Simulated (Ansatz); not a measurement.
**Si4Cl: one candidate of a structure search**

The task: take a trial cell of Si4Cl to zero force and stress.

Method: DFT PBE, scalar-relativistic, plane waves, PAW, in Ansatz 0.2.0.

## 1. The starting structure

It takes space group Pm-3m (No. 221, cubic). The conventional cell has a = 4.497 Å, b = 4.497 Å, c = 4.497 Å, α = 90.00°, β = 90.00°, γ = 90.00°. Si (site symmetry m-3m) is surrounded by 12 Si at 3.18 Å. Si (site symmetry 4/mmm) is surrounded by 2 Cl at 2.25 Å. Around Cl (site symmetry m-3m) lie 6 Si at 2.25 Å.

As a file:

```cif
data_structure
_symmetry_space_group_name_H-M 'P 1'
_symmetry_Int_Tables_number 1
_cell_length_a 4.4969
_cell_length_b 4.4969
_cell_length_c 4.4969
_cell_angle_alpha 90.000
_cell_angle_beta 90.000
_cell_angle_gamma 90.000
_cell_volume 90.93
loop_
_atom_site_label
_atom_site_type_symbol
_atom_site_fract_x
_atom_site_fract_y
_atom_site_fract_z
_atom_site_occupancy
Si1 Si 0.00000 0.00000 0.00000 1
Si2 Si 0.50000 0.50000 0.00000 1
Si3 Si 0.50000 0.00000 0.50000 1
Si4 Si 0.00000 0.50000 0.50000 1
Cl1 Cl 0.50000 0.50000 0.50000 1
```

A structure generator made this guess: species swapped into a database cell of Ni4N (Pm-3m, No. 221), with Si on the Ni sites and Cl on the N sites. The dimensions are guesses.

## 2. The guess as it stands, on a coarse mesh

Contents of input.yaml:

```yaml
crystal:
  lattice:
    - [4.49686472, 0.0, 0.0]
    - [0.0, 4.49686472, 0.0]
    - [0.0, 0.0, 4.49686472]
  atoms:
    - { symbol: Si, position: [0.0, 0.0, 0.0] }
    - { symbol: Si, position: [0.5, 0.5, 0.0] }
    - { symbol: Si, position: [0.5, 0.0, 0.5] }
    - { symbol: Si, position: [0.0, 0.5, 0.5] }
    - { symbol: Cl, position: [0.5, 0.5, 0.5] }
basis:
  ecutwfc: 420
kpoints:
  mp_grid: { grid: [4, 4, 4] }
hamiltonian:
  xc: pbe
scf:
  occupations: { method: gaussian, width: 0.1 }
  lower_state_search: "off"
output:
  forces: true
  stress: true
  eigenvalues: true
```

The run is started by

```bash
$ ansatz run input.yaml --threads 1 --pin off --max-ram 2560MiB --backend cpu --events-out ev --progress --plain --runs-dir out
```

The program printed, cut to the lines that bear on the results:

```text
Warning: RAYON_NUM_THREADS=1 ignored (pool sized by the plan → 1); use --threads N
[...]
Pseudopotentials: kind: paw
Pseudopotential: Si, paw, valence charge 4, recommended cutoff 420 eV (normal), Si.paw.azcp
Pseudopotential: Cl, paw, valence charge 7, recommended cutoff 420 eV (normal), Cl.paw.azcp
Functional definition: PBE
[...]
Crystal: 5 atoms, lattice volume = 90.935 Å³
Basis set: ecut = 420 eV, 1791 PW (Γ), exchange–correlation on 64×64×64 points (8 copies of the dense FFT grid, shifted against one another)
Bands: 17, of which v1, the nominal top of the filled ones, is band 12 counted from 1 (11 counted from 0)
Symmetry: 48 space group operations
Space group: Pm-3m (ITA 221), of the structure as read, at distance tolerance 4.5e-5 Å
k-points: 10 of 64
[...]
SCF iter   1: F=—  HF=-3615.730266 eV  |F-HF|=—  |Δ(HF+E_count)|=         —  Δρ=3.84e-3  dr2=1.51e-2  ethr=1.77e-3  ⟨swp⟩=6.4  Hψ=1005  notcnv=0
[...]
SCF iter   6: F=-3615.729692 eV  HF=-3615.729692 eV  |F-HF|=2.07e-9  |Δ(HF+E_count)|=   2.69e-7  Δρ=7.33e-6  dr2=4.59e-8  ethr=4.35e-10  ⟨swp⟩=6.6  Hψ=927  notcnv=0
[...]
SCF converged after 6 iterations
Free energy (F): -3615.729692 eV
[...]
E sigma→0 (E₀):  -3615.727667 eV
Entropy (-TS):   -0.004050 eV (-0.810 meV/atom)
Fermi energy:    8.089705 eV
[...]
--- Forces (eV/Å), atoms counted from 1 ---
  atom   1  Si    -0.00000000     0.00000000    -0.00000000
  atom   2  Si     0.00000000    -0.00000000    -0.00000000
  atom   3  Si    -0.00000000     0.00000000     0.00000000
  atom   4  Si     0.00000000     0.00000000     0.00000000
  atom   5  Cl     0.00000000    -0.00000000     0.00000000
[...]
--- Stress (GPa, compression-positive) ---
        7.501338       0.000000       0.000000
        0.000000       7.501338       0.000000
        0.000000      -0.000000       7.501338
  P = ⅓ Tr σ = 7.5013 GPa (75.013 kbar)
--- Band table (eV; the first three rows and the last of 10) ---
  k-point 0: bands = ["-12.5959", "-1.8143", "-1.8143", "-1.8143", "-1.3692", "1.9497", "1.9497", "4.9286", "6.4394", "6.4394", "6.4394", "9.6517", "9.6517", "9.6517", "10.5652", "10.5652", "10.5652"]
[...]
```

It took 0.94 s on 1 thread of Intel Xeon 6975P-C (Granite Rapids), shared host; peak memory 0.36 GiB.

Read-out: pressure 7.5 GPa, largest force 0.00 eV/Å, gap on this mesh none (metal). A cheap, loose relaxation comes first.

## 3. Coarse relaxation

Edit input.yaml of step 2 so:

```diff
@@ -24 +24,6 @@
   eigenvalues: true
+relax:
+  adjacent_minimum: "off"
+  f_tol: 0.04
+  max_steps: 70
+  cell: { stress_tol: 0.4 }
```

The run is started by

```bash
$ ansatz run input.yaml --threads 1 --pin off --max-ram 2560MiB --backend cpu --events-out ev --progress --plain --runs-dir out
```

The program printed:

```text
Warning: RAYON_NUM_THREADS=1 ignored (pool sized by the plan → 1); use --threads N
Engine: ansatz 0.2.0, x86_64-unknown-linux-gnu
Pseudopotentials: kind: paw
Pseudopotential: Si, paw, valence charge 4, recommended cutoff 420 eV (normal), Si.paw.azcp
Pseudopotential: Cl, paw, valence charge 7, recommended cutoff 420 eV (normal), Cl.paw.azcp
Functional definition: PBE
  parameter kappa = 0.804
  parameter beta = 0.06672455060314922
  exchange = pbe_x(kappa = kappa, mu = beta*pi^2/3)
  correlation = pbe_c(beta = beta)
Crystal: 5 atoms, lattice volume = 90.935 Å³
Basis set: ecut = 420 eV, 1791 PW (Γ), exchange–correlation on 64×64×64 points (8 copies of the dense FFT grid, shifted against one another)
Bands: 17, of which v1, the nominal top of the filled ones, is band 12 counted from 1 (11 counted from 0)
Symmetry: 48 space group operations
Space group: Pm-3m (ITA 221), of the structure as read, at distance tolerance 4.5e-5 Å
k-points: 10 of 64
Non-local potential: Si, projectors of the file, l = 0: 2, l = 1: 2, l = 2: 2
Non-local potential: Cl, projectors of the file, l = 0: 2, l = 1: 2, l = 2: 2
PAW form: soft (Blöchl's): semilocal exchange-correlation on the pseudo side does not see the compensation charge
PAW one-centre angular grid: Si, 110 points (default); XC on 64 Gauss nodes
PAW one-centre angular grid: Cl, 110 points (default); XC on 64 Gauss nodes
Initial density: superposition of atomic densities (neutral atoms: chi_scale 0, normalization atom), corrected by the library's trained network
Initial wavefunctions: pseudopotential atomic-orbital guess
Functional: x = pbe(κ = 0.804, μ = 0.2195149727645171), c = pbe(β = 0.06672455060314922)
SCF iter   1: F=—  HF=-3615.730282 eV  |F-HF|=—  |Δ(HF+E_count)|=         —  Δρ=3.84e-3  dr2=1.51e-2  ethr=1.77e-3  ⟨swp⟩=6.4  Hψ=1001  notcnv=0
preconditioner: auto → Resta (q_TF=auto, 2.170 Å⁻¹)  ε∞=6.3  [insulator: Δε(μ)=0.250 eV  Ē_g=7.743 eV  σ=0.100 eV  W_gap=0.85  n_scr=18 (ndim 8)  ℏωp=17.8 eV  f_vac=0.000  D(μ)=0.82/eV (n_scr^D=0)  ε∞_Penn≈6.3]
SCF iter   2: F=—  HF=-3615.729323 eV  |F-HF|=—  |Δ(HF+E_count)|=   9.58e-4  Δρ=2.07e-3  dr2=4.13e-3  ethr=6.56e-5  ⟨swp⟩=1.7  Hψ=294  notcnv=0
SCF iter   3: F=—  HF=-3615.729675 eV  |F-HF|=—  |Δ(HF+E_count)|=   3.52e-4  Δρ=3.40e-4  dr2=1.91e-4  ethr=1.80e-5  ⟨swp⟩=2.3  Hψ=230  notcnv=0
SCF iter   4: F=—  HF=-3615.729637 eV  |F-HF|=—  |Δ(HF+E_count)|=   3.82e-5  Δρ=1.21e-4  dr2=1.08e-5  ethr=8.29e-7  ⟨swp⟩=2.4  Hψ=230  notcnv=0
SCF iter   5: F=—  HF=-3615.729692 eV  |F-HF|=—  |Δ(HF+E_count)|=   5.45e-5  Δρ=5.15e-5  dr2=1.89e-6  ethr=4.72e-8  ⟨swp⟩=1.7  Hψ=201  notcnv=0
SCF iter   6: F=-3615.729692 eV  HF=-3615.729692 eV  |F-HF|=4.73e-9  |Δ(HF+E_count)|=   4.00e-7  Δρ=1.06e-5  dr2=8.49e-8  ethr=4.35e-10  ⟨swp⟩=6.7  Hψ=928  notcnv=0
SCF 1 converged in 6 iterations: F = -3615.729692 eV  dr2 = 8.49e-8
relax step   1: F+E_penalty+E_count = -3615.72969213 eV  Δ(F+E_penalty+E_count) = +0.000e0 eV  max|allowed force component| = 3.150e-29 eV/Å  Δτ_max = 0.0000 Å  P = +7.501 GPa  Ω = 90.935 Å³  (6 SCF iters, dr2 threshold 1.00e-7 eV, accepted)
Crystal: 5 atoms, lattice volume = 96.628 Å³
Basis set: ecut = 420 eV, 1863 PW (Γ), exchange–correlation on 64×64×64 points (8 copies of the dense FFT grid, shifted against one another)
Initial density: handed on by an earlier stage of this run
Initial wavefunctions: those handed on with the density
iter 1 solved again at ethr=4.56e-5 eV; its pass at ethr=3.10e-3 eV (dr2=1.05e-2 eV) is discarded
SCF iter   1: F=—  HF=-3615.927438 eV  |F-HF|=—  |Δ(HF+E_count)|=         —  Δρ=2.11e-3  dr2=1.10e-2  ethr=4.56e-5  ⟨swp⟩=1.0  Hψ=1115  notcnv=0
preconditioner: auto → Resta (q_TF=auto, 2.148 Å⁻¹)  ε∞=6.3  [insulator: Δε(μ)=0.332 eV  Ē_g=7.487 eV  σ=0.100 eV  W_gap=0.68  n_scr=18 (ndim 8)  ℏωp=17.3 eV  f_vac=0.000  D(μ)=0.51/eV (n_scr^D=0)  ε∞_Penn≈6.3]
SCF iter   2: F=—  HF=-3615.925062 eV  |F-HF|=—  |Δ(HF+E_count)|=   2.38e-3  Δρ=9.50e-4  dr2=1.51e-3  ethr=4.56e-5  ⟨swp⟩=2.3  Hψ=246  notcnv=0
SCF iter   3: F=—  HF=-3615.924836 eV  |F-HF|=—  |Δ(HF+E_count)|=   2.26e-4  Δρ=3.05e-4  dr2=7.91e-5  ethr=6.58e-6  ⟨swp⟩=2.6  Hψ=256  notcnv=0
SCF iter   4: F=—  HF=-3615.924911 eV  |F-HF|=—  |Δ(HF+E_count)|=   7.48e-5  Δρ=2.88e-5  dr2=7.39e-7  ethr=3.44e-7  ⟨swp⟩=2.2  Hψ=271  notcnv=0
SCF iter   5: F=-3615.924911 eV  HF=-3615.924911 eV  |F-HF|=1.11e-9  |Δ(HF+E_count)|=   1.64e-7  Δρ=6.25e-6  dr2=3.30e-8  ethr=2.17e-9  ⟨swp⟩=6.1  Hψ=826  notcnv=0
SCF 2 converged in 5 iterations: F = -3615.924911 eV  dr2 = 3.30e-8
relax step   2: F+E_penalty+E_count = -3615.92491091 eV  Δ(F+E_penalty+E_count) = -1.952e-1 eV  max|allowed force component| = 2.669e-30 eV/Å  Δτ_max = 0.0000 Å  P = +3.694 GPa  Ω = 96.628 Å³  energy of the carried Pulay correction = -5.543e-4 eV  (5 SCF iters, dr2 threshold 5.00e-7 eV, accepted)
Crystal: 5 atoms, lattice volume = 102.872 Å³
Basis set: ecut = 420 eV, 2007 PW (Γ), exchange–correlation on 64×64×64 points (8 copies of the dense FFT grid, shifted against one another)
iter 1 solved again at ethr=4.46e-5 eV; its pass at ethr=3.10e-3 eV (dr2=1.03e-2 eV) is discarded
SCF iter   1: F=—  HF=-3616.003799 eV  |F-HF|=—  |Δ(HF+E_count)|=         —  Δρ=1.95e-3  dr2=1.01e-2  ethr=4.46e-5  ⟨swp⟩=1.1  Hψ=1118  notcnv=0
preconditioner: auto → Resta (q_TF=auto, 2.126 Å⁻¹)  ε∞=6.4  [insulator: Δε(μ)=0.284 eV  Ē_g=7.230 eV  σ=0.100 eV  W_gap=0.67  n_scr=18 (ndim 8)  ℏωp=16.8 eV  f_vac=0.000  D(μ)=0.49/eV (n_scr^D=0)  ε∞_Penn≈6.4]
SCF iter   2: F=—  HF=-3616.001562 eV  |F-HF|=—  |Δ(HF+E_count)|=   2.24e-3  Δρ=8.80e-4  dr2=1.45e-3  ethr=4.38e-5  ⟨swp⟩=2.0  Hψ=242  notcnv=0
SCF iter   3: F=—  HF=-3616.001339 eV  |F-HF|=—  |Δ(HF+E_count)|=   2.23e-4  Δρ=3.03e-4  dr2=9.47e-5  ethr=6.30e-6  ⟨swp⟩=2.5  Hψ=255  notcnv=0
SCF iter   4: F=—  HF=-3616.001433 eV  |F-HF|=—  |Δ(HF+E_count)|=   9.32e-5  Δρ=2.69e-5  dr2=7.01e-7  ethr=4.12e-7  ⟨swp⟩=2.5  Hψ=289  notcnv=0
SCF iter   5: F=-3616.001433 eV  HF=-3616.001433 eV  |F-HF|=1.05e-8  |Δ(HF+E_count)|=   2.33e-7  Δρ=5.85e-6  dr2=4.41e-8  ethr=2.17e-9  ⟨swp⟩=6.0  Hψ=804  notcnv=0
SCF 3 converged in 5 iterations: F = -3616.001433 eV  dr2 = 4.41e-8
relax step   3: F+E_penalty+E_count = -3616.00143283 eV  Δ(F+E_penalty+E_count) = -7.652e-2 eV  max|allowed force component| = 8.125e-30 eV/Å  Δτ_max = 0.0000 Å  P = +0.418 GPa  Ω = 102.872 Å³  energy of the carried Pulay correction = -1.125e-3 eV  (5 SCF iters, dr2 threshold 5.00e-7 eV, accepted)
Crystal: 5 atoms, lattice volume = 103.728 Å³
iter 1 solved again at ethr=8.79e-7 eV; its pass at ethr=3.10e-3 eV (dr2=2.02e-4 eV) is discarded
SCF iter   1: F=—  HF=-3616.002525 eV  |F-HF|=—  |Δ(HF+E_count)|=         —  Δρ=2.56e-4  dr2=1.83e-4  ethr=8.79e-7  ⟨swp⟩=2.5  Hψ=1056  notcnv=0
preconditioner: auto → Resta (q_TF=auto, 2.123 Å⁻¹)  ε∞=6.4  [insulator: Δε(μ)=0.283 eV  Ē_g=7.182 eV  σ=0.100 eV  W_gap=0.67  n_scr=18 (ndim 8)  ℏωp=16.7 eV  f_vac=0.000  D(μ)=0.52/eV (n_scr^D=0)  ε∞_Penn≈6.4]
SCF iter   2: F=—  HF=-3616.002580 eV  |F-HF|=—  |Δ(HF+E_count)|=   5.50e-5  Δρ=1.14e-4  dr2=2.59e-5  ethr=7.96e-7  ⟨swp⟩=2.3  Hψ=252  notcnv=0
SCF iter   3: F=—  HF=-3616.002575 eV  |F-HF|=—  |Δ(HF+E_count)|=   4.81e-6  Δρ=4.04e-5  dr2=1.89e-6  ethr=1.13e-7  ⟨swp⟩=2.3  Hψ=256  notcnv=0
SCF iter   4: F=-3616.002575 eV  HF=-3616.002575 eV  |F-HF|=4.00e-9  |Δ(HF+E_count)|=   1.08e-7  Δρ=3.61e-6  dr2=1.17e-8  ethr=1.90e-9  ⟨swp⟩=6.2  Hψ=864  notcnv=0
SCF 4 converged in 4 iterations: F = -3616.002575 eV  dr2 = 1.17e-8
relax step   4: F+E_penalty+E_count = -3616.00257467 eV  Δ(F+E_penalty+E_count) = -1.142e-3 eV  max|allowed force component| = 1.782e-30 eV/Å  Δτ_max = 0.0000 Å  P = +0.040 GPa  Ω = 103.728 Å³  energy of the carried Pulay correction = -1.200e-3 eV  (4 SCF iters, dr2 threshold 4.38e-7 eV, accepted)
Initial wavefunctions: pseudopotential atomic-orbital guess (no wavefunctions were taken with the density)
iter 1 solved again at ethr=7.55e-7 eV; its pass at ethr=3.10e-3 eV (dr2=1.74e-4 eV) is discarded
SCF iter   1: F=—  HF=-3616.005098 eV  |F-HF|=—  |Δ(HF+E_count)|=         —  Δρ=8.50e-5  dr2=7.58e-7  ethr=7.55e-7  ⟨swp⟩=2.8  Hψ=1400  notcnv=0
preconditioner: auto → Resta (q_TF=auto, 2.123 Å⁻¹)  ε∞=6.4  [insulator: Δε(μ)=0.287 eV  Ē_g=7.180 eV  σ=0.100 eV  W_gap=0.68  n_scr=18 (ndim 8)  ℏωp=16.7 eV  f_vac=0.000  D(μ)=0.52/eV (n_scr^D=0)  ε∞_Penn≈6.4]
SCF iter   2: F=—  HF=-3616.005199 eV  |F-HF|=—  |Δ(HF+E_count)|=   1.01e-4  Δρ=4.50e-5  dr2=2.14e-7  ethr=3.30e-9  ⟨swp⟩=2.0  Hψ=281  notcnv=0
SCF iter   3: F=-3616.005203 eV  HF=-3616.005203 eV  |F-HF|=1.36e-11  |Δ(HF+E_count)|=   3.98e-6  Δρ=1.77e-6  dr2=3.01e-9  ethr=1.39e-11  ⟨swp⟩=4.9  Hψ=865  notcnv=0
SCF 5 converged in 3 iterations: F = -3616.005203 eV  dr2 = 3.01e-9
relax step   5: F+E_penalty+E_count = -3616.00520276 eV  Δ(F+E_penalty+E_count) = -2.628e-3 eV  max|allowed force component| = 3.175e-30 eV/Å  Δτ_max = 0.0000 Å  P = +0.078 GPa  Ω = 103.728 Å³  stress off target by 7.82e-2 GPa  SCF on the basis re-selected at this cell (its energy is not comparable with the rows above)  (3 SCF iters)
basis re-selected at this cell: Δ(F+E_penalty+E_count) = -2.628e-3 eV, ΔP = +0.039 GPa vs the last step (what re-selecting the basis moved, of the pressure what is left beyond the Pulay correction that the steps carried, after the strain that the cell walked since its last selection, with what the two solves' SCF thresholds leave and, on support functions, any second-order correction that the steps lacked; it is no measure of the basis error at this ecutwfc). This SCF's stress stands 7.82e-2 GPa from its target on what of the cell is left free (relax.cell.stress_tol is 4.00e-1 GPa) and its largest allowed force component is 3.18e-30 eV/Å (relax.f_tol is 4.00e-2 eV/Å): within both
SCF converged after 3 iterations
Free energy (F): -3616.005203 eV
Harris-Foulkes:  -3616.005203 eV  (|F-HF|=1.36e-11)
Internal energy: -3616.002597 eV  (E = F + TS)
E sigma→0 (E₀):  -3616.003900 eV
Entropy (-TS):   -0.002606 eV (-0.521 meV/atom)
Fermi energy:    6.632223 eV
--- Per-component energies (eV) ---
  E_band       = 0.641465
  E_kinetic    = 310.090806
  E_local      = -410.226563  (includes V_loc(G=0)·N_el)
  E_nonlocal   = 133.115915
  E_hartree    = 136.504310
  E_xc         = -323.790036
  E_vxc        = -303.147923  (∫ρ·V_xc dr)
  E_paw        = -2705.508918  (= ΣΔE_a)
  E_vpaw       = -2.200024  (= ΣTr[D̂ρ^β])
  E_aug_tail   = 0.000126  (compensation charges beyond the density's cutoff)
  E_ewald      = -756.188236
  E_smearing   = -0.002606  (= −TS)
  E_closure    = 0.000000  (closes the sum)
  Σ components = -3616.005203   (vs F -3616.005203, Δ=0.00e0)
--- Forces (eV/Å), atoms counted from 1 ---
  atom   1  Si     0.00000000     0.00000000    -0.00000000
  atom   2  Si    -0.00000000     0.00000000     0.00000000
  atom   3  Si     0.00000000     0.00000000     0.00000000
  atom   4  Si     0.00000000    -0.00000000    -0.00000000
  atom   5  Cl    -0.00000000     0.00000000     0.00000000
  max |Σ_I F_I| component: 3.85e-30 eV/Å
--- Stress (GPa, compression-positive) ---
        0.078229      -0.000000       0.000000
       -0.000000       0.078229       0.000000
        0.000000       0.000000       0.078229
  P = ⅓ Tr σ = 0.0782 GPa (0.782 kbar)
--- Band table (eV; the first three rows and the last of 10) ---
  k-point 0: bands = ["-13.1890", "-2.4281", "-2.4281", "-2.4281", "-2.3694", "0.5192", "0.5192", "2.7186", "5.1572", "5.1572", "5.1572", "8.0279", "8.0279", "8.0279", "9.5540", "9.5540", "9.5540"]
  k-point 1: bands = ["-13.1501", "-3.6654", "-2.3742", "-2.3742", "-1.4701", "0.6280", "1.0216", "2.6395", "4.9276", "4.9276", "6.2746", "6.9507", "7.2660", "7.2660", "9.7993", "9.9326", "10.0659"]
  k-point 2: bands = ["-13.1100", "-4.2398", "-2.3180", "-2.3180", "-0.6357", "-0.0357", "0.7478", "4.6257", "4.6257", "4.7077", "6.2441", "6.9799", "7.2263", "7.2263", "8.3728", "8.4578", "9.2324"]
  k-point 9: bands = ["-12.9620", "-3.7511", "-3.7511", "-3.7511", "0.0783", "2.3208", "2.3208", "2.3208", "4.3360", "4.3360", "4.3360", "7.4352", "7.4352", "7.5423", "10.3555", "10.3555", "10.3555"]
--- Relaxed structure (4 steps of the walk, 4 accepted, 1 SCFs on fresh bases) ---
  F+E_penalty+E_count = -3616.00520276 eV   max|allowed force component| = 3.175e-30 eV/Å   (the final SCF, on the basis selected at the relaxed cell)
  cell:  # Å, volume = 103.7276 Å³
    - [4.698560028185526, 5.135813185032629e-34, 1.2839532962581571e-33]
    - [-1.5407439555097887e-33, 4.698560028185526, -1.2839532962581572e-34]
    - [1.2839532962581571e-33, -2.5679065925163143e-34, 4.698560028185526]
  atoms:
    - { symbol: Si, position: [1.3819259285810543e-33, 2.2072854622811044e-47, 8.565656582115913e-35] }
    - { symbol: Si, position: [0.5, 0.5, -2.855218860704767e-35] }
    - { symbol: Si, position: [0.5, 5.710437721409342e-35, 0.5] }
    - { symbol: Si, position: [-4.4541414226991234e-34, 0.5, 0.5] }
    - { symbol: Cl, position: [0.5, 0.5, 0.5] }
```

It took 3.3 s on 1 thread of Intel Xeon 6975P-C (Granite Rapids), shared host; peak memory 0.39 GiB.

The steps of the relaxation:

```
step  energy from step 1 (eV/cell)  largest force component (eV/Å)  pressure (GPa)  volume (Å³)
   1                        0.0000                          0.0000            7.50        90.93
   2                       -0.1952                          0.0000            3.69        96.63
   3                       -0.2717                          0.0000            0.42       102.87
   4                       -0.2729                          0.0000            0.04       103.73
   5                       -0.2755                          0.0000            0.08       103.73
```

Step 1 is the start. Step 5 repeats the geometry before it on a plane-wave basis chosen anew for that cell, so its energy need not be comparable with the rows above.

|  | before | after | change |
| --- | --- | --- | --- |
| a (Å) | 4.497 | 4.699 | +4.5 % |
| b (Å) | 4.497 | 4.699 | +4.5 % |
| c (Å) | 4.497 | 4.699 | +4.5 % |
| volume (Å³/atom) | 18.19 | 20.75 | +14.1 % |
| shortest distance (Å) | 2.248 | 2.349 | +4.5 % |
| space group (0.01 Å) | Pm-3m | Pm-3m | same |

The run keeps the 48 symmetry operations of the start, so it could not have lowered the symmetry.

(Part 1 of 2 ends here.)
